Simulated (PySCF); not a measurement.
# C8H9NO: the cost of one run

The runs use PySCF 2.14.0, with density-fitted response routines of our own; the level of theory stands in each step. All values are computed, except where a source is named. Atoms are numbered from 0 throughout.

## Step 1: Starting geometry

19 atoms, charge 0, multiplicity 1; geometry from: GFN2-xTB.

Bonds of the start (Å): C0–C1 1.20, C1–C2 1.42, C2–C3 1.34, C2–C4 1.48, C4–C5 1.33, C4–C6 1.51, C6–C7 1.53, C7–N8 1.35, C7–O9 1.21, C0–H10 1.05, C3–H11 1.08, C3–H12 1.08, C5–H13 1.08, C5–H14 1.08, C6–H15 1.09, C6–H16 1.09, N8–H17 1.01, N8–H18 1.01.

## Step 2: Optimising the geometry at PBE0-D3(BJ)/def2-SVP

Job settings and geometry (Å):

```
{"job": {"xc": "PBE0", "basis": "def2-SVP", "d3": "d3bj", "grid": 1, "kind": "geom"}, "charge": 0, "multiplicity": 1}
C     -2.478131    -0.733162     1.251872
C     -1.702431     0.010198     0.714200
C     -0.774725     0.873864     0.071450
C     -0.677648     2.149777     0.455111
C      0.048956     0.281971    -1.002208
C      0.381672     0.979816    -2.081930
C      0.497626    -1.141643    -0.807489
C      1.601072    -1.182948     0.247316
N      1.148731    -1.120962     1.519981
O      2.775623    -1.260119    -0.025586
H     -3.169475    -1.370546     1.717351
H     -1.298406     2.551570     1.238017
H      0.034633     2.816871     0.003220
H      0.990253     0.553952    -2.860479
H      0.048719     1.992590    -2.230115
H      0.910095    -1.531314    -1.737344
H     -0.339458    -1.763259    -0.485528
H      1.819850    -1.095161     2.269531
H      0.173241    -1.002244     1.735169
```

Run with:

```
> OMP_NUM_THREADS=1 python probes_run.py task.json out
```

The driver reads the jobs from task.json and runs them one after another.

**Question.** How long does this first job take on 1 thread of Arm Neoverse N1, shared host, and how much memory does it need?

About 3.5 min, with a peak of 0.87 GiB.
